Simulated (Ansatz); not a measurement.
# CH3BCl2: rigid torsion scan

A script is to give a rigid torsion scan; the system is CH3BCl2. SMILES: ClBCCl.

Program: Ansatz 0.2.0, driven from Python. Level of theory: PBE0+D4/cc-pVDZ. These are calculated values, not measurements.

**1. The structure**

Bond lengths: Cl1–B2 1.817 Å, B2–C3 1.556 Å, C3–Cl4 1.785 Å, B2–H5 1.191 Å, C3–H6 1.137 Å, C3–H7 1.125 Å. Angles: Cl1–B2–C3 118.5°, Cl1–B2–H5 121.5°, C3–B2–H5 120.0°, B2–C3–Cl4 113.1°, B2–C3–H6 110.3°, B2–C3–H7 112.4°, Cl4–C3–H6 106.3°, Cl4–C3–H7 108.6°, H6–C3–H7 105.6°.

No structure file is read: the coordinates are typed or built in the script.

**2. The code**

ch3bcl2.py reads:

```python
'''Rigid torsion scan of CH3BCl2.'''

import ansatz as az
from ase import Atoms


def main() -> None:
    atoms = Atoms(['Cl', 'B', 'C', 'Cl', 'H', 'H', 'H'], positions=[
        [-2.2839, -0.2679, 0.1284],
        [-0.6849, 0.373, -0.4484],
        [0.6078, -0.0922, 0.282],
        [0.9257, -1.8388, 0.0976],
        [-0.6136, 1.1574, -1.3423],
        [1.5164, 0.4447, -0.1419],
        [0.5938, 0.1558, 1.3788],
    ])

    # relax first, so that the scan starts from a minimum
    first = (
        az.Crystal.molecule_from_ase(atoms).calculation()
        .basis(gaussian='cc-pVDZ')
        .functional('pbe0', dispersion='d4')
        .relax(force_tolerance=0.02, max_steps=80)
    )
    atoms.positions = first.run().report['positions_ang']

    start = atoms.get_dihedral(3, 2, 1, 0)
    energies = {}
    for turn in range(0, 360, 40):
        turned = atoms.copy()
        turned.set_dihedral(3, 2, 1, 0, start + turn, indices=[0, 1, 4])
        job = (
            az.Crystal.molecule_from_ase(turned).calculation()
            .basis(gaussian='cc-pVDZ')
            .functional('pbe0', dispersion='d4')
        )
        energies[round((start + turn) % 360)] = job.run().report['free_energy_ev']
    floor = min(energies.values())
    print('dihedral Cl3-C2-B1-Cl0 (deg)   E - E(min) (eV)')
    for angle, e in sorted(energies.items()):
        print(f'{angle:8d} {(e - floor):14.3f}  ' + '#' * int(30 * (e - floor) / max(max(energies.values()) - floor, 1e-9)))


if __name__ == '__main__':
    main()
```

**3. The calls as engine input**

The package turns the script's settings into the engine's input (first run):

```yaml
crystal:
  periodic: [false, false, false]
  atoms:
    - { symbol: Cl, position_ang: [-2.2839, -0.2679, 0.1284] }
    - { symbol: B, position_ang: [-0.6849, 0.373, -0.4484] }
    - { symbol: C, position_ang: [0.6078, -0.0922, 0.282] }
    - { symbol: Cl, position_ang: [0.9257, -1.8388, 0.0976] }
    - { symbol: H, position_ang: [-0.6136, 1.1574, -1.3423] }
    - { symbol: H, position_ang: [1.5164, 0.4447, -0.1419] }
    - { symbol: H, position_ang: [0.5938, 0.1558, 1.3788] }
basis:
  gaussian:
    orbitals: cc-pVDZ
hamiltonian:
  xc: pbe0
  dispersion: d4
relax:
  f_tol: 0.02
  max_steps: 80
```

**4. Launch**

The run is started by

```
$ python ch3bcl2.py
```

**Question.** Where along the turn do the lowest and the highest point lie, and how far apart are they?

**Answer**, as computed:

| quantity | value |
| --- | --- |
| runs compared | 9 |
| range of energy | 0.756 eV |
| lowest point, turn (°) | 0 |

The lowest point is at 99° and the highest at 19°, 0.756 eV (72.9 kJ/mol) above it, with the rest of the molecule held. Run 0: The relaxation took 11 moves; the largest shift is 0.577 Å, of atom 5 (H). The scan is rigid and the energies are electronic, in a modest basis. With rigid groups the curve can differ much from the relaxed path, the start wasn't checked as a minimum of this torsion, and equivalent turns needn't return to the same energy.
